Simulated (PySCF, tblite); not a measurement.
**B₃BrH₂O₃, a small molecule taken as a stand-in for a surface group (boron oxide ring): NMR shifts, core binding energies and electronic excitations**

Wanted: the NMR shifts, core binding energies and electronic excitations for `BrB1OBOBO1`.

Computed with tblite 0.8.0 and PySCF 2.14.0; each step states its level. No surroundings beyond the atoms listed, unless a continuum is named. Atoms count from 0, parts from 1.

### Step 1. Starting point

9 atoms, charge 0, multiplicity 1; geometry: distance geometry start.

### Step 2. Geometry optimisation with GFN2-xTB

Job settings and geometry (Å):

```
{"job": {"kind": "relax", "xc": "GFN2-xTB", "basis": "xTB"}, "charge": 0, "multiplicity": 1}
O     -0.962801     1.307607    -0.231012
B     -0.134418     1.350928    -1.516888
O      1.303348     0.990168    -1.341458
B      1.951876     0.598894    -0.015571
O      1.007883     0.558785     1.161424
B     -0.429637     0.928341     1.127118
Br    -1.665436    -0.214763     2.262859
H     -0.666307     0.991068    -2.449136
H      2.697357    -0.256635    -0.085137
```

With the program's defaults for keys left out, this is: GFN2-xTB geometry optimisation, gas phase.

On the command line:

```bash
$ OMP_NUM_THREADS=1 python cluster_run.py task.json out
```

One launch serves the whole session: the jobs run in the order shown.

The log of the run:

```text
step      E/eV     max force
  0    -577.03620    5.756
  1    -578.38869    3.341
  2    -579.49244    2.278
  3    -579.68284    1.476
  4    -579.87317    0.907
  5    -579.91463    0.563
  6    -579.96187    0.459
  7    -579.98640    0.556
  8    -580.04706    0.632
  9    -580.09212    0.780
 10    -580.16019    0.891
 11    -580.21738    0.657
 12    -580.26232    0.474
 13    -580.27830    0.337
 14    -580.28907    0.272
 15    -580.29705    0.243
 16    -580.30335    0.189
 17    -580.30634    0.172
 18    -580.30745    0.135
 19    -580.30815    0.118
 20    -580.30916    0.121
 21    -580.31137    0.141
 22    -580.31313    0.118
 23    -580.31429    0.080
 24    -580.31501    0.073
 25    -580.31557    0.067
 26    -580.31613    0.061
 27    -580.31682    0.052
 28    -580.31747    0.054
 29    -580.31788    0.050
 30    -580.31802    0.035
 31    -580.31808    0.024
 32    -580.31811    0.016
 33    -580.31813    0.010
 34    -580.31813    0.004
```

It took 0.97 s on 1 thread of Arm Neoverse V1, shared host.

Step by step: (not every step is listed)

```
step  energy from step 0 (eV)  largest force (eV/Å)
   0                   0.0000                5.7558
   1                  -1.3525                3.3411
   2                  -2.4562                2.2782
   3                  -2.6466                1.4762
   4                  -2.8370                0.9064
   5                  -2.8784                0.5624
   6                  -2.9257                0.4589
   7                  -2.9502                0.5560
   8                  -3.0109                0.6324
  10                  -3.1240                0.8919
  12                  -3.2261                0.4737
  14                  -3.2529                0.2727
  16                  -3.2672                0.1898
  18                  -3.2713                0.1354
  20                  -3.2730                0.1204
  22                  -3.2769                0.1177
  24                  -3.2788                0.0727
  26                  -3.2799                0.0616
  28                  -3.2813                0.0543
  29                  -3.2817                0.0506
  30                  -3.2818                0.0355
  31                  -3.2819                0.0234
  32                  -3.2819                0.0160
  33                  -3.2819                0.0101
  34                  -3.2819                0.0046
```

Distances of close pairs at the start and the end, largest changes first:

```
  bond  before (Å)  after (Å)  change (Å)
B5–Br6       2.031      1.859      -0.172
 O2–B3       1.527      1.358      -0.169
 O0–B1       1.530      1.364      -0.166
 O0–B5       1.508      1.356      -0.152
 B3–O4       1.509      1.364      -0.145
 B1–O2       1.493      1.358      -0.135
 O4–B5       1.485      1.356      -0.129
 B1–H7       1.132      1.166      +0.034
```

### Step 3. Relaxing the molecule at PBE0-D3(BJ)/def2-SVP

Job settings and geometry (Å):

```
{"job": {"xc": "PBE0", "basis": "def2-SVP", "d3": "d3bj", "grid": 2, "kind": "geom", "shake": 0.01}, "charge": 0, "multiplicity": 1}
O     -1.264948     0.251739    -0.164810
B     -0.478789     0.422976    -1.256972
O      0.831088     0.153072    -1.139085
B      1.415521    -0.258999     0.044125
O      0.560268    -0.415820     1.118084
B     -0.763736    -0.134033     1.006826
Br    -1.862369    -0.344411     2.485150
H     -0.911127     0.790744    -2.272868
H      2.518340    -0.488417     0.171001
```

The log of the run:

```text
step   0  E = -2874.73606914  max force = 0.055735
step   1  E = -2874.74298523  max force = 0.007290
step   2  E = -2874.74313005  max force = 0.001650
step   3  E = -2874.74314754  max force = 0.000647
step   4  E = -2874.74314871  max force = 0.000277
optimisation converged
```

Wall time 48 s (1 thread of Arm Neoverse V1, shared host); peak memory 0.68 GiB.

Step by step:

```
step  energy from step 0 (eV)  largest force component (eV/Å)
   0                   0.0000                          2.8660
   1                  -0.1882                          0.3749
   2                  -0.1921                          0.0848
   3                  -0.1926                          0.0333
   4                  -0.1926                          0.0142
```

Distances of close pairs at the start and the end, largest changes first:

```
  bond  before (Å)  after (Å)  change (Å)
 B3–H8       1.134      1.200      +0.067
B5–Br6       1.854      1.907      +0.053
 B1–H7       1.164      1.200      +0.037
 O0–B5       1.331      1.365      +0.034
 B1–O2       1.343      1.370      +0.028
 O0–B1       1.357      1.373      +0.017
 O2–B3       1.383      1.370      -0.013
 B3–O4       1.382      1.374      -0.008
```

The end geometry stands in the next job.

```
                         at the end point                value
  point group (found at 0.08 Å tolerance)                  C2v
rotational constants (GHz, main isotopes)  5.858, 0.973, 0.834
                        dipole moment (D)                 0.93
```

### Step 4. Nuclear shieldings: PBE0/pcSseg-2

Job settings and geometry (Å):

```
{"job": {"kind": "nmr", "xc": "PBE0", "basis": "pcSseg-2"}, "charge": 0, "multiplicity": 1}
O     -1.378761     0.085379     0.000470
B     -0.559764     0.240879    -1.090983
O      0.777324    -0.031726    -0.967489
B      1.303843    -0.454926     0.223994
O      0.473109    -0.606507     1.307705
B     -0.859165    -0.336215     1.190435
Br    -2.005012    -0.549811     2.699156
H     -1.014531     0.610873    -2.138322
H      2.475882    -0.692644     0.325851
```

With the program's defaults for keys left out, this is: GIAO PBE0/pcSseg-2 NMR shielding, non-relativistic, gas phase.

The log of the run:

```text
coarse grid: 43360 points
cycle   1  E = -2875.2464022809  dE = -5.047e-03  |g| = 1.366e+00  |ddm| = 2.286e+00
cycle   2  E = -2875.0497148085  dE =  1.967e-01  |g| = 1.576e+00  |ddm| = 1.067e+00
cycle   3  E = -2875.4211868115  dE = -3.715e-01  |g| = 2.509e-01  |ddm| = 7.251e-01
cycle   4  E = -2875.4313150335  dE = -1.013e-02  |g| = 4.760e-02  |ddm| = 1.132e-01
cycle   5  E = -2875.4314872331  dE = -1.722e-04  |g| = 9.679e-03  |ddm| = 2.371e-02
cycle   6  E = -2875.4315085649  dE = -2.133e-05  |g| = 3.466e-03  |ddm| = 8.995e-03
cycle   7  E = -2875.4315109898  dE = -2.425e-06  |g| = 1.023e-03  |ddm| = 2.563e-03
final grid: 91072 points
cycle   8  E = -2875.4315335747  dE =  1.694e-07  |g| = 1.587e-03  |ddm| = 1.769e-03
cycle   9  E = -2875.4315329512  dE =  6.236e-07  |g| = 2.517e-03  |ddm| = 1.803e-03
cycle  10  E = -2875.4315339475  dE = -9.963e-07  |g| = 2.096e-04  |ddm| = 1.087e-03
cycle  11  E = -2875.4315339527  dE = -5.244e-09  |g| = 1.551e-05  |ddm| = 9.226e-05
cycle  12  E = -2875.4315339528  dE = -5.048e-11  |g| = 3.967e-06  |ddm| = 1.589e-05
converged SCF energy = -2875.4315339528

GIAO shielding tensors (ppm)
atom      isotropic    diamagn.    paramagn.     s11        s22        s33       span
  0 O      107.329     390.182    -282.853    -66.757     90.490    298.253    365.010
  1 B       72.323     197.061    -124.738     55.874     69.730     91.366     35.493
  2 O      112.480     390.967    -278.487    -79.843     88.031    329.252    409.095
  3 B       72.325     197.013    -124.688     55.868     69.739     91.368     35.500
  4 O      107.406     389.695    -282.289    -66.648     90.504    298.362    365.010
  5 B       68.157     197.034    -128.877     49.200     76.370     78.900     29.700
  6 Br    2472.473    3123.486    -651.013   2156.807   2420.078   2840.535    683.728
  7 H       26.627      28.999      -2.372     23.111     26.420     30.351      7.241
  8 H       26.628      28.810      -2.182     23.111     26.420     30.353      7.242
```

Wall time 58 s (1 thread of Arm Neoverse V1, shared host); peak memory 1.3 GiB.

The references, computed at this level on geometries of the same kind, shield at (ppm): ¹H TMS 31.25, ¹⁷O H2O 328.2, ¹¹B BF3·OEt2 99.1, ⁷⁹Br HBr 2592. Their shielding less the atom's gives the shift. The references are single molecules in the gas phase, so shifts against H2O, NH3, PH3, H3PO4 or CFCl3 are not on the usual liquid scales and can be off by tens of ppm. Atoms listed in one row are averaged.

```
 atoms                        environment  σ (ppm)  δ (ppm)
H7, H8  hydrogen on a boron bonded to 2 O    26.63     4.62
O0, O4               oxygen bonded to 2 B    107.4    220.8
    O2               oxygen bonded to 2 B    112.5    215.7
    B5            boron bonded to Br, 2 O     68.2     30.9
B1, B3             boron bonded to 2 O, H     72.3     26.7
   Br6                bromine bonded to B     2472      120
```

The run also stored atomic charges by several schemes (e):

```
 atoms  Mulliken    IAO  Hirshfeld  ESP fit
O0, O4     -0.47  -0.44      -0.22    -0.70
B1, B3      0.57   0.44       0.27     1.01
    O2     -0.49  -0.43      -0.22    -0.79
    B5      0.63   0.44       0.26     0.70
   Br6     -0.19  -0.03      -0.06    -0.13
```

Mayer bond orders: O0–B1 1.09, B1–O2 1.11, O2–B3 1.11, B3–O4 1.09, O4–B5 1.12, B5–Br6 1.20, B5–O0 1.12.

Ring of atoms O0, B1, O2, B3, O4, B5: NICS(0) -0.1, NICS(1) -1.7, NICS(1)zz -1.6 ppm (means of both faces).

### Step 5. Core holes by ΔSCF: SCAN, X2C

The job, as its differences from that of step 4:

```diff
@@ -1,2 +1,2 @@
-{"job": {"kind": "nmr", "xc": "PBE0", "basis": "pcSseg-2"}, "charge": 0, "multiplicity": 1}
+{"job": {"kind": "xps", "holes": 5}, "charge": 0, "multiplicity": 1}
 O     -1.378761     0.085379     0.000470
```

Level: delta-SCF UKS SCAN, pcX-2 on the ionised atom, pcseg-1 elsewhere, spin-free X2C.

The log of the run:

```text
ground state, core basis on atom 1 (B), 152 functions
  cycle   1  E = -2900.22873937  |g| = 9.56e-01
  cycle   2  E = -2899.88488252  |g| = 1.65e+00
  cycle   3  E = -2900.39130723  |g| = 1.00e-01
  cycle   4  E = -2900.39323872  |g| = 4.47e-02
  cycle   5  E = -2900.39376856  |g| = 1.32e-02
  cycle   6  E = -2900.39380272  |g| = 5.52e-03
  cycle   7  E = -2900.39380748  |g| = 2.88e-03
  cycle   8  E = -2900.39381235  |g| = 5.86e-04
  cycle   9  E = -2900.39381300  |g| = 1.10e-04
  E(ground) = -2900.55480940 Eh
hole in B 1s of atom 1
  cycle   1  E = -2892.70516642  |g| = 1.17e+00
  cycle   2  E = -2890.49216998  |g| = 2.01e+00
  cycle   3  E = -2892.90718595  |g| = 5.29e-01
  cycle   4  E = -2893.07257083  |g| = 2.41e-01
  cycle   5  E = -2893.08404003  |g| = 1.78e-01
  cycle   6  E = -2893.09584718  |g| = 3.52e-02
  cycle   7  E = -2893.09599453  |g| = 3.15e-02
  cycle   8  E = -2893.09641954  |g| = 6.30e-03
  cycle   9  E = -2893.09642877  |g| = 4.97e-03
  cycle  10  E = -2893.09644653  |g| = 2.23e-03
  cycle  11  E = -2893.09645121  |g| = 1.38e-03
  cycle  12  E = -2893.09645210  |g| = 5.67e-04
  cycle  13  E = -2893.09645010  |g| = 3.13e-04
  E(ion) = -2893.25678212 Eh   <S^2> = 0.7916   hole on atom = 1.000   binding energy = 198.589 eV
ground state, core basis on atom 2 (O), 152 functions
  cycle   1  E = -2900.42546823  |g| = 1.08e-01
  cycle   2  E = -2900.42371948  |g| = 1.17e-01
  cycle   3  E = -2900.42561778  |g| = 5.17e-02
  cycle   4  E = -2900.42606054  |g| = 8.90e-03
  cycle   5  E = -2900.42607730  |g| = 1.08e-03
  cycle   6  E = -2900.42607813  |g| = 2.44e-04
  E(ground) = -2900.58291024 Eh
hole in O 1s of atom 2
  cycle   1  E = -2879.77706080  |g| = 2.22e+00
  cycle   2  E = -2878.92916331  |g| = 2.34e+00
  cycle   3  E = -2880.44063331  |g| = 5.85e-01
  cycle   4  E = -2880.52241027  |g| = 4.24e-01
  cycle   5  E = -2880.58753227  |g| = 1.06e-01
  cycle   6  E = -2880.59168689  |g| = 4.08e-02
  cycle   7  E = -2880.59265265  |g| = 1.19e-02
  cycle   8  E = -2880.59273304  |g| = 3.19e-03
  cycle   9  E = -2880.59273708  |g| = 7.97e-04
  cycle  10  E = -2880.59273865  |g| = 3.30e-04
  E(ion) = -2880.74953791 Eh   <S^2> = 0.7616   hole on atom = 1.000   binding energy = 539.694 eV
ground state, core basis on atom 4 (O), 152 functions
  cycle   1  E = -2900.42320548  |g| = 1.48e-01
  cycle   2  E = -2900.41573374  |g| = 2.32e-01
  cycle   3  E = -2900.42545665  |g| = 3.47e-02
  cycle   4  E = -2900.42565219  |g| = 1.41e-02
  cycle   5  E = -2900.42568169  |g| = 1.60e-03
  cycle   6  E = -2900.42568813  |g| = 3.48e-04
  E(ground) = -2900.58289259 Eh
hole in O 1s of atom 4
  cycle   1  E = -2879.77247776  |g| = 2.23e+00
  cycle   2  E = -2879.06499770  |g| = 2.32e+00
  cycle   3  E = -2880.43078811  |g| = 5.99e-01
  cycle   4  E = -2880.50082196  |g| = 4.47e-01
  cycle   5  E = -2880.58951670  |g| = 7.11e-02
  cycle   6  E = -2880.59037576  |g| = 4.78e-02
  cycle   7  E = -2880.59132875  |g| = 7.43e-03
  cycle   8  E = -2880.59134519  |g| = 4.07e-03
  cycle   9  E = -2880.59134980  |g| = 1.51e-03
  cycle  10  E = -2880.59135370  |g| = 2.76e-04
  E(ion) = -2880.74775356 Eh   <S^2> = 0.7611   hole on atom = 1.000   binding energy = 539.742 eV
ground state, core basis on atom 5 (B), 152 functions
  cycle   1  E = -2900.39354023  |g| = 1.14e-01
  cycle   2  E = -2900.38893750  |g| = 1.90e-01
  cycle   3  E = -2900.39555113  |g| = 1.88e-02
  cycle   4  E = -2900.39557827  |g| = 1.46e-02
  cycle   5  E = -2900.39562296  |g| = 1.38e-03
  cycle   6  E = -2900.39562070  |g| = 5.34e-04
  cycle   7  E = -2900.39562143  |g| = 1.22e-04
  E(ground) = -2900.55642509 Eh
hole in B 1s of atom 5
  cycle   1  E = -2892.66785044  |g| = 1.18e+00
  cycle   2  E = -2890.85705053  |g| = 2.13e+00
  cycle   3  E = -2892.92620484  |g| = 4.72e-01
  cycle   4  E = -2893.00424412  |g| = 3.61e-01
  cycle   5  E = -2893.06982565  |g| = 1.13e-01
  cycle   6  E = -2893.07440735  |g| = 2.13e-02
  cycle   7  E = -2893.07456565  |g| = 1.21e-02
  cycle   8  E = -2893.07464802  |g| = 7.04e-03
  cycle   9  E = -2893.07467110  |g| = 2.08e-03
  cycle  10  E = -2893.07467394  |g| = 1.05e-03
  cycle  11  E = -2893.07467332  |g| = 1.10e-03
  cycle  12  E = -2893.07467395  |g| = 3.87e-04
  E(ion) = -2893.23233408 Eh   <S^2> = 0.7870   hole on atom = 1.000   binding energy = 199.299 eV
```

Run time: 29 s. Hardware: 1 thread of Arm Neoverse V1, shared host; peak memory 0.54 GiB.

The holes in one table. −ε is the ground-state orbital energy:

```
     hole  stands for              environment  ΔSCF (eV)  −ε (eV)   ⟨S²⟩
B1s on B1      B1, B3   boron bonded to 2 O, H     198.59    182.3  0.792
O1s on O2          O2     oxygen bonded to 2 B     539.69    517.9  0.762
O1s on O4      O0, O4     oxygen bonded to 2 B     539.74    518.0  0.761
B1s on B5          B5  boron bonded to Br, 2 O     199.30    183.4  0.787
```

Each hole run stands for the others of its class of like atoms.

### Step 6. Excited states and response: CAM-B3LYP/def2-SVPD

The job, as its differences from that of step 5:

```diff
@@ -1,2 +1,2 @@
-{"job": {"kind": "xps", "holes": 5}, "charge": 0, "multiplicity": 1}
+{"job": {"kind": "uv", "xc": "CAM-B3LYP", "basis": "def2-SVPD", "nstates": 6, "ntriplets": 2, "ip": true}, "charge": 0, "multiplicity": 1}
 O     -1.378761     0.085379     0.000470
```

Level: TDDFT CAM-B3LYP/def2-SVPD, vertical, gas phase, core orbitals frozen in the response.

The log of the run:

```text
coarse grid: 43360 points
cycle   1  E = -2875.2151823864  dE =  3.066e-01  |g| = 9.960e-01  |ddm| = 6.220e+00
cycle   2  E = -2875.1562897142  dE =  5.889e-02  |g| = 1.195e+00  |ddm| = 3.041e+00
cycle   3  E = -2875.4058853800  dE = -2.496e-01  |g| = 5.200e-02  |ddm| = 1.606e+00
cycle   4  E = -2875.4064888977  dE = -6.035e-04  |g| = 2.433e-02  |ddm| = 2.146e-01
cycle   5  E = -2875.4066429715  dE = -1.541e-04  |g| = 8.143e-03  |ddm| = 6.037e-02
cycle   6  E = -2875.4066547428  dE = -1.177e-05  |g| = 1.343e-03  |ddm| = 1.649e-02
cycle   7  E = -2875.4066550038  dE = -2.609e-07  |g| = 9.878e-04  |ddm| = 4.292e-03
final grid: 91072 points
cycle   8  E = -2875.4066575513  dE =  1.358e-07  |g| = 1.349e-03  |ddm| = 4.326e-03
cycle   9  E = -2875.4066572352  dE =  3.160e-07  |g| = 1.899e-03  |ddm| = 4.227e-03
cycle  10  E = -2875.4066578831  dE = -6.478e-07  |g| = 4.716e-05  |ddm| = 2.368e-03
cycle  11  E = -2875.4066578836  dE = -4.920e-10  |g| = 6.269e-06  |ddm| = 1.004e-04
converged SCF energy = -2875.4066578836

Static polarisability (au): isotropic 65.106, principal 48.288 64.640 82.389

Singlet excitations
state   eV       nm        f      main configurations
  1   6.7110    184.7   0.00000   H->L+1 0.89, H->L+5 0.08
  2   7.3944    167.7   0.22694   H-1->L+1 0.89
  3   7.6039    163.1   0.04446   H->L+2 0.78, H->L+3 0.17
  4   7.7616    159.7   0.02612   H-2->L 0.87
  5   7.7752    159.5   0.00003   H-3->L 0.88
  6   7.8367    158.2   0.06222   H-1->L+2 0.79, H-1->L+3 0.14

Triplet excitations (Tamm-Dancoff, eV): 6.5800 6.5961
Vertical ionisation energy (delta-SCF) = 11.2866 eV
```

Run time: 89 s. Hardware: 1 thread of Arm Neoverse V1, shared host; peak memory 0.97 GiB.

Frontier orbitals and where they lie:

```
orbital      eV                       atoms
 HOMO−3  -11.61  O2 34 %, Br6 17 %, O4 11 %
 HOMO−2  -11.53   O0 23 %, O4 23 %, B3 11 %
 HOMO−1  -10.26           Br6 81 %, B5 11 %
   HOMO  -10.01            Br6 86 %, B5 8 %
   LUMO    0.17   B3 28 %, B1 28 %, O2 13 %
 LUMO+1    0.29  B5 28 %, Br6 15 %, O0 11 %
 LUMO+2    0.50   B5 38 %, B3 20 %, B1 20 %
```

With each of the 6 states as a Gaussian band of 0.4 eV half-width at 1/e, the curve within the window shown has maxima at 165 nm (ε 12,000) L/(mol cm). Beyond the last state computed it falls off for lack of states. The curve at chosen wavelengths:

```csv
nm,ε (L/mol/cm)
152,2474
154,3963
156,5755
158,7692
160,9559
162,11092
164,12020
166,12139
168,11403
170,9955
172,8079
174,6105
176,4307
178,2846
180,1767
182,1034
184,573
186,301
188,151
190,72
192,33
194,15
196,6
198,3
200,1
202,0
```

Further results of this job:

```
           property  computed
  dipole moment (D)      1.06
polarisability (Å³)      9.65
 HOMO–LUMO gap (eV)     10.19
      −ε(HOMO) (eV)     10.01
```

### Step 7. Summary of results

| quantity | value |
| --- | --- |
| point group | C2v |
| rotational constants (main isotopes) | 5.86, 0.97, 0.83 GHz |
| ¹H shifts against TMS (PBE0/pcSseg-2, means over atoms taken as alike) | 4.62 ppm |
| ¹⁷O shifts against H2O (PBE0/pcSseg-2, means over atoms taken as alike) | 220.8, 215.7 ppm |
| ¹¹B shifts against BF3·OEt2 (PBE0/pcSseg-2, means over atoms taken as alike) | 30.9, 26.7 ppm |
| ⁷⁹Br shifts against HBr (PBE0/pcSseg-2) | 120 ppm |
| B1s binding energies, SCAN/pcX-2 | B5 199.30, B1 198.59 eV |
| O1s binding energies, SCAN/pcX-2 | O4 539.74, O2 539.69 eV |
| lowest singlet (CAM-B3LYP/def2-SVPD) | 6.71 eV (185 nm), f = 0.000 |
| brightest single state of those computed | state 2, 7.39 eV, f = 0.227 |
| lowest triplet | 6.58 eV |
| vertical ionisation energy (ΔSCF) | 11.29 eV |

**Reading.** The start of the PBE0/def2-SVP relaxation was shaken at random by about 0.01 Å, so part of the energy gained, and of the first lengths quoted, undoes that. Over 4 steps the energy fell by 0.193 eV; of the close pairs, B3–H8 changed most, 1.134 to 1.200 Å (PBE0/def2-SVP). At PBE0/pcSseg-2: The largest span, 684 ppm, is at Br6, where the paramagnetic term is -651 ppm. At SCAN/pcX-2: The B1s levels kept as sound span 0.71 eV, from B1 (boron bonded to 2 O, H) up to B5 (boron bonded to Br, 2 O). At SCAN/pcX-2: the O1s levels computed lie within 0.05 eV of one another, too close to rank. The first singlet state (HOMO→LUMO+1 0.89, HOMO→LUMO+5 0.08) lies at 6.71 eV and is dark; of the 6 states computed, the strongest absorption comes from state 2 at 7.39 eV. The lowest triplet lies 0.13 eV below the lowest singlet (triplets in Tamm-Dancoff, singlets in full TDDFT). ΔSCF puts the ionisation energy at 11.29 eV, 1.27 eV above −ε(HOMO). Spin-orbit coupling is left out, which matters for shieldings and couplings at and beside the heavy atoms.
